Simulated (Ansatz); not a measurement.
# C₃H₁₀InNO: how energies converge with the basis set

One table from this session's results is given with a row withheld; the runs are named, their logs left out.

Program: Ansatz 0.2.0, Gaussian basis. Level of theory: one geometry, several basis sets. These are calculated values, not measurements.

Plan: PBE0-D4/def2-SVP; ωB97M-V/def2-SVP; PBE0-D4/def2-QZVPP; ωB97M-V/def2-QZVPP; the functionals' def2-TZVPP values are taken from earlier runs.

**Structure used throughout**

An earlier PBE0-D4 in a triple-zeta def2 set relaxation fixed the geometry. In takes the def2 core potential; no spin-orbit term is included.

SMILES `CC(C)[O][InH][NH2]`, 16 atoms, charge 0, spin multiplicity 1.

Atoms are counted from 1 here; the program's logs count them from 0.

Bond lengths: C1–C2 1.520 Å, C1–H7 1.093 Å, C1–H8 1.093 Å, C1–H9 1.095 Å, C2–C3 1.517 Å, C2–O4 1.406 Å, C2–H10 1.104 Å, C3–H11 1.093 Å, C3–H12 1.093 Å, C3–H13 1.091 Å, O4–In5 1.989 Å, In5–N6 2.002 Å, In5–H14 1.700 Å, N6–H15 1.009 Å, N6–H16 1.007 Å. Angles: C2–C1–H7 109.9°, C2–C1–H8 111.6°, C2–C1–H9 110.9°, H7–C1–H8 108.6°, H7–C1–H9 108.2°, H8–C1–H9 107.6°, C1–C2–C3 111.4°, C1–C2–O4 110.9°, C1–C2–H10 107.9°, C3–C2–O4 108.0°, C3–C2–H10 107.9°, O4–C2–H10 110.7°, C2–C3–H11 109.8°, C2–C3–H12 111.3°, C2–C3–H13 110.3°, H11–C3–H12 108.6°, H11–C3–H13 108.1°, H12–C3–H13 108.6° and more.

Geometry (Å):

```xyz
16

C     0.6825   -1.6523   -0.3929
C     0.7556   -0.1512   -0.6208
C     0.7670    0.1850   -2.1004
O    -0.3450    0.5003   -0.0359
In   -0.5380    0.7727    1.9250
N    -2.4168    1.3792    2.2557
H    -0.2522   -2.0449   -0.8021
H     1.5180   -2.1722   -0.8695
H     0.7124   -1.8866    0.6764
H     1.7017    0.2128   -0.1833
H    -0.1529   -0.1745   -2.5692
H     1.6199   -0.2759   -2.6057
H     0.8203    1.2660   -2.2418
H     0.7247    0.4249    3.0089
H    -2.9411    1.7247    1.4664
H    -2.6561    1.8920    3.0892
```

The first run:

Input file in.yaml:

```yaml
crystal:
  periodic: [false, false, false]
  atoms:
    - {symbol: C, position_ang: [0.682475, -1.652288, -0.392881]}
    - {symbol: C, position_ang: [0.755559, -0.151230, -0.620843]}
    - {symbol: C, position_ang: [0.766978, 0.185033, -2.100427]}
    - {symbol: O, position_ang: [-0.345007, 0.500342, -0.035901]}
    - {symbol: In, position_ang: [-0.537964, 0.772651, 1.924980]}
    - {symbol: N, position_ang: [-2.416792, 1.379172, 2.255742]}
    - {symbol: H, position_ang: [-0.252204, -2.044935, -0.802140]}
    - {symbol: H, position_ang: [1.517987, -2.172169, -0.869457]}
    - {symbol: H, position_ang: [0.712370, -1.886569, 0.676414]}
    - {symbol: H, position_ang: [1.701720, 0.212826, -0.183288]}
    - {symbol: H, position_ang: [-0.152854, -0.174499, -2.569202]}
    - {symbol: H, position_ang: [1.619894, -0.275892, -2.605689]}
    - {symbol: H, position_ang: [0.820280, 1.266028, -2.241775]}
    - {symbol: H, position_ang: [0.724692, 0.424880, 3.008919]}
    - {symbol: H, position_ang: [-2.941053, 1.724682, 1.466354]}
    - {symbol: H, position_ang: [-2.656072, 1.891958, 3.089183]}
basis:
  gaussian: {orbitals: def2-SVP}
hamiltonian: {xc: pbe0, dispersion: d4}
output: {orbitals: {seedname: orbitals}}
```

Command:

```bash
> ansatz run in.yaml --threads 2 --pin off --events-out ev --progress --plain --max-ram 22528MiB --backend cpu
```

Among the steps run: PBE0-D4 in def2-SVP; ωB97M-V in def2-SVP; PBE0-D4 in def2-QZVPP; ωB97M-V in def2-QZVPP.

One of the session's tables, all rows but one given; the rest of the session is left out.

It belongs to the step «Functionals by basis». 

```
functional       basis  HOMO (eV)
   PBE0-D4    def2-SVP      -6.80
   PBE0-D4  def2-TZVPP      -7.00
   PBE0-D4  def2-QZVPP          ?
   ωB97M-V    def2-SVP      -9.14
   ωB97M-V  def2-TZVPP      -9.37
   ωB97M-V  def2-QZVPP      -9.42
```

**Question.** Estimate the row for PBE0-D4, def2-QZVPP.

The run gave: HOMO (eV): -7.04. In the column «HOMO (eV)» it lies between ωB97M-V, def2-SVP (-9.14) and PBE0-D4, def2-TZVPP (-7.00).
